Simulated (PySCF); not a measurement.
# C7H15NP2: the cost of one run

Computed with PySCF 2.14.0 and routines of our own; the level stands in each step. Atoms count from 0.

## 1. The starting structure

25 atoms, charge 0, multiplicity 1; geometry from: GFN2-xTB.

## 2. Vibronic structure: TDDFT CAM-B3LYP/def2-SVP

What the job is given:

```
{"job": {"kind": "vib", "xc": "CAM-B3LYP", "basis": "def2-SVP", "tda": false}, "charge": 0, "multiplicity": 1}
C      2.414471    -1.140795     1.521766
C      2.009684     0.017475     1.026998
P      0.478900     0.316773     0.057325
N      0.260724     1.727344    -0.566709
C      0.127423     2.981798     0.145292
C     -0.849116    -0.448869     1.119305
C     -2.155106    -0.395408     0.341347
P     -2.226563    -1.501973    -1.150679
C     -0.774662    -0.834972    -2.097514
C      0.552803    -0.837229    -1.353979
H      1.821863    -2.037804     1.444225
H      3.356202    -1.240618     2.039329
H      2.630892     0.903291     1.111824
H     -0.810236     3.051380     0.706294
H      0.128578     3.771638    -0.608042
H      0.950533     3.175026     0.840335
H     -0.927313     0.141640     2.039304
H     -0.591910    -1.472968     1.395258
H     -3.001325    -0.662244     0.983527
H     -2.326672     0.624084    -0.023952
H     -1.524089    -2.566497    -0.559599
H     -1.022938     0.192877    -2.380071
H     -0.697447    -1.424495    -3.017519
H      1.350544    -0.478472    -2.011134
H      0.813825    -1.836836    -0.993794
```

Method: TDDFT CAM-B3LYP/def2-SVP vertical-gradient vibronic structure (displaced harmonic oscillators, Condon), gas phase.

Command:

```sh
$ OMP_NUM_THREADS=1 python excited_run.py task.json out
```

The driver reads the jobs from task.json and runs them one after another.

**Question.** How long does this first job take on 1 thread of Arm Neoverse V1, shared host, and how much memory does it need?

About 2.5 min, with a peak of 1.5 GiB.
